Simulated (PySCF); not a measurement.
# IrOCl₃: structure of the quintet

Where does quintet IrOCl₃ go from a PBE0 minimum start, is the end point a minimum, and what are its modes, charges and moments?

Program: PySCF 2.14.0. Level of theory: PBE0, basis Ir def2-SVP with ECP60, O def2-SVP, Cl def2-SVP, scalar-relativistic core potentials, no spin–orbit coupling, density fitting. These are calculated values, not measurements.

**1. Starting geometry**

5 atoms, charge 0, spin multiplicity 5.

Bond lengths: Ir1–O2 1.730 Å, Ir1–Cl3 2.291 Å, Ir1–Cl4 2.291 Å, Ir1–Cl5 2.291 Å. Angles: O2–Ir1–Cl3 102.0°, O2–Ir1–Cl4 102.0°, O2–Ir1–Cl5 102.0°, Cl3–Ir1–Cl4 115.8°, Cl3–Ir1–Cl5 115.8°, Cl4–Ir1–Cl5 115.8°.

```xyz
5
charge 0 multiplicity 5
Ir    0.0000   -0.0583   -0.0412
O     0.0000   -1.4704   -1.0402
Cl    1.9411   -0.3174    1.1482
Cl   -1.9411   -0.3174    1.1482
Cl    0.0000    1.6242   -1.5965
```

**2. Finding the electronic state**

The steps below are one call of a driver around PySCF. For each, scf.py gives the equivalent set-up of the SCF; relaxations use the driver's own optimiser. After this first run the driver tries any further starts and a stability analysis.

scf.py reads:

```python
from pyscf import gto, scf, dft
mol = gto.M(atom='''
Ir     0.000000    -0.058305    -0.041245
O      0.000000    -1.470424    -1.040175
Cl     1.941073    -0.317447     1.148173
Cl    -1.941073    -0.317447     1.148173
Cl    -0.000000     1.624160    -1.596542''',
    basis={'Ir': 'def2-SVP', 'O': 'def2-SVP', 'Cl': 'def2-SVP'},
    ecp={'Ir': 'def2-SVP'},
    charge=0, spin=4)
mf = dft.UKS(mol, xc='PBE0')
mf.grids.atom_grid = (50, 194)
aux = {'Ir': 'def2-universal-JKFIT', 'O': 'def2-universal-JKFIT', 'Cl': 'def2-universal-JKFIT'}
mf = mf.density_fit(auxbasis=aux)
mf.conv_tol = 1e-08
mf.diis_space = 10
mf.max_cycle = 60
mf.init_guess = 'minao'
mf.verbose = 4
mf.kernel()
```

Command:

```
$ OMP_NUM_THREADS=4 python axn.py task.json out
```

The log of the run:

```text
init E= -1547.25752918808
[... the frontier-level lines of each cycle are left out ...]
cycle= 1 E= -1558.54792373986  delta_E= -11.3  |g|= 0.995  |ddm|= 5.94
cycle= 2 E= -1554.83243817176  delta_E= 3.72  |g|= 2.71  |ddm|= 5.54
cycle= 3 E= -1558.79581914706  delta_E= -3.96  |g|= 0.836  |ddm|= 5.18
cycle= 4 E= -1558.83934591828  delta_E= -0.0435  |g|= 0.828  |ddm|= 1.09
cycle= 5 E= -1559.10871052058  delta_E= -0.269  |g|= 0.111  |ddm|= 0.478
cycle= 6 E= -1559.11317288794  delta_E= -0.00446  |g|= 0.0519  |ddm|= 0.0898
cycle= 7 E= -1559.11446041743  delta_E= -0.00129  |g|= 0.0129  |ddm|= 0.0502
cycle= 8 E= -1559.11452112761  delta_E= -6.07e-05  |g|= 0.00919  |ddm|= 0.0277
cycle= 9 E= -1559.11457958063  delta_E= -5.85e-05  |g|= 0.00168  |ddm|= 0.0141
cycle= 10 E= -1559.11458190705  delta_E= -2.33e-06  |g|= 0.000896  |ddm|= 0.00307
cycle= 11 E= -1559.11458254776  delta_E= -6.41e-07  |g|= 0.000406  |ddm|= 0.00201
cycle= 12 E= -1559.11458264411  delta_E= -9.64e-08  |g|= 9.25e-05  |ddm|= 0.000549
cycle= 13 E= -1559.11458265392  delta_E= -9.81e-09  |g|= 4.47e-05  |ddm|= 0.000241
Extra cycle  E= -1559.11458264905  delta_E= 4.87e-09  |g|= 0.000126  |ddm|= 0.000132
converged SCF energy = -1559.11458264905  <S^2> = 6.0132868  2S+1 = 5.0053119
```

This step, with its further starts and checks, needed 12 s of wall time on 4 threads of AMD EPYC 7B13 (Zen 3), shared host.

The starts that the driver tried:

| start | energy (Eh) |
| --- | --- |
| the minimal-basis guess | -1559.114583 |
| a thermally smeared density | -1559.114583 |
| a smeared PBE density | -1559.114583 |

No lower solution of this spin turned up from the other starts or in the test of internal stability.

**3. Relaxing the quintet from the PBE0 minimum start**

The program finds C3v symmetry in the start, which this walk keeps. Threshold on the gradient: 0.0003 Eh/bohr, with a further test on the energy change.

scf.py, as its differences from that of step 2:

```diff
@@ -3,5 +3,5 @@
-Ir     0.000000    -0.058305    -0.041245
-O      0.000000    -1.470424    -1.040175
-Cl     1.941073    -0.317447     1.148173
-Cl    -1.941073    -0.317447     1.148173
-Cl    -0.000000     1.624160    -1.596542''',
+Ir     0.000000    -0.057743    -0.040847
+O      0.000000    -1.469861    -1.039777
+Cl     1.941073    -0.316885     1.148571
+Cl    -1.941073    -0.316885     1.148571
+Cl     0.000000     1.624722    -1.596144''',
@@ -18 +17,0 @@
-mf.init_guess = 'minao'
```

The optimiser's trace:

| step | energy (Eh) | change (kJ/mol) | largest symmetric gradient (Eh/bohr) |
| --- | --- | --- | --- |
| 0 | -1559.114583 | 0.00 | 0.00018 |

The walk took 2.4 s.

After 0 steps and 0.0 kJ/mol it ends at C3v: Ir–Cl 2.291 Å (×3), Ir–O 1.730 Å; Cl–Ir–Cl 115.8° (×3), Cl–Ir–O 102.0° (×3).

**4. Hessian and properties**

On the finer grid the gradient is checked again; gradients at displacements of ±0.02 bohr then give force constants and infrared intensities.

scf.py, as its differences from that of step 3:

```diff
@@ -7 +7 @@
-Cl     0.000000     1.624722    -1.596144''',
+Cl    -0.000000     1.624722    -1.596144''',
@@ -12 +12 @@
-mf.grids.atom_grid = (50, 194)
+mf.grids.atom_grid = (75, 302)
@@ -15 +15 @@
-mf.conv_tol = 1e-08
+mf.conv_tol = 1e-10
```

This SCF starts from the last density.

Log of the central SCF (cycles and frontier levels):

```text
init E= -1559.11431882716
[... the frontier-level lines of each cycle are left out ...]
cycle= 1 E= -1559.11431882706  delta_E= 9.5e-11  |g|= 1.41e-05  |ddm|= 2.28e-05
cycle= 2 E= -1559.11431882658  delta_E= 4.79e-10  |g|= 3.3e-05  |ddm|= 5.08e-05
cycle= 3 E= -1559.11431882717  delta_E= -5.83e-10  |g|= 4.74e-06  |ddm|= 3.51e-05
cycle= 4 E= -1559.11431882718  delta_E= -1.09e-11  |g|= 8.94e-07  |ddm|= 3.78e-06
Extra cycle  E= -1559.11431882717  delta_E= 6.37e-12  |g|= 2.75e-06  |ddm|= 3.1e-06
converged SCF energy = -1559.11431882717  <S^2> = 6.013282  2S+1 = 5.00531
```

The whole step took 49 s.

Geometry: C3v; Ir–Cl 2.291 Å (×3), Ir–O 1.730 Å; Cl–Ir–Cl 115.8° (×3), Cl–Ir–O 102.0° (×3).

Modes, for the most abundant isotopes:

| symmetry | ω (cm⁻¹) | IR (km/mol) | type |
| --- | --- | --- | --- |
| e | 39 | 3.4 | bend |
| a1 | 114 | 0.8 | bend |
| e | 149 | 3.5 | bend |
| e | 344 | 112 | stretch |
| a1 | 363 | 1.9 | stretch |
| a1 | 939 | 4.3 | stretch |

Every mode is real; the point is a minimum.

Properties at this point:

```
Dipole moment                                                   : 0.75 D
Highest occupied level                                          : -8.07 eV
Lowest empty level                                              : -5.45 eV
Rotational constants                                            : 0.05055, 0.05055, 0.03199 cm⁻¹
Zero-point energy                                               : 14.8 kJ/mol
Principal polarisabilities                                      : 54.9, 89.0, 89.0 bohr³
Atomisation energy without zero-point energy                    : 1196 kJ/mol
Principal traceless quadrupole moments about the centre of mass : -0.50, -0.50, 0.99 D Å
Entropy at 298.15 K and 1 bar (electronic part: spin only)      : 403.0 J/(mol K)
Heat capacity Cp at 298.15 K                                    : 95.5 J/(mol K)
Enthalpy at 298.15 K above 0 K                                  : 22.63 kJ/mol
Rotational symmetry number                                      : 3
Spin squared ⟨S²⟩                                               : 6.013
```

Charges (e) and bond orders:

```json
{"atom": "Ir1", "Mulliken": "0.79", "Löwdin": "-0.25", "polar tensor": "1.39", "spin (Mulliken)": "1.89", "Mayer order to Ir1": "–"}
{"atom": "O2", "Mulliken": "-0.19", "Löwdin": "0.00", "polar tensor": "-0.18", "spin (Mulliken)": "0.89", "Mayer order to Ir1": "1.77"}
{"atom": "Cl3,4,5", "Mulliken": "-0.20", "Löwdin": "0.08", "polar tensor": "-0.40", "spin (Mulliken)": "0.41", "Mayer order to Ir1": "0.97"}
```

Outer orbital energies (eV). α occupied: -10.46, -10.26, -10.26, -10.13, -8.97, -8.97, -8.07, -8.07; empty: -4.44, -0.81, 2.11, 2.30. β occupied: -12.14, -12.14, -10.21, -10.21, -10.14, -9.37, -9.37, -9.30; empty: -5.45, -5.45, -4.26, -4.26.

Mulliken populations on Ir1 (outside its core potential): s 2.59, p 6.44, d 7.12, f 0.06.

**5. Results**

```
                                          quantity                                                                        value
                                           minimum                                                                 quintet, C3v
                                          geometry  Ir–Cl 2.291 Å (×3), Ir–O 1.730 Å; Cl–Ir–Cl 115.8° (×3), Cl–Ir–O 102.0° (×3)
                                wavenumbers (cm⁻¹)                       39 (e), 114 (a1), 149 (e), 344 (e), 363 (a1), 939 (a1)
                                     dipole moment                                                                       0.75 D
highest occupied, lowest empty level (either spin)                                                              -8.07, -5.45 eV
                        polar-tensor charge of Ir1                                                                      +1.39 e
                                 zero-point energy                                                                  14.8 kJ/mol
                               entropy at 298.15 K                                                              403.0 J/(mol K)
         atomisation energy (no zero-point energy)                                                                  1196 kJ/mol
                                              ⟨S²⟩                                                                        6.013
```

What this shows: The PBE0 minimum start keeps its C3v symmetry and ends in a minimum. The strongest infrared band lies at 344 cm⁻¹ (e, stretch). Only this shape and spin were tried, so other structures or states may lie lower. Open d and f shells are described by one determinant, and the ground state may have another occupation or spin. With an element this heavy the missing spin–orbit coupling can shift these numbers.

The search up to here took 63 s.
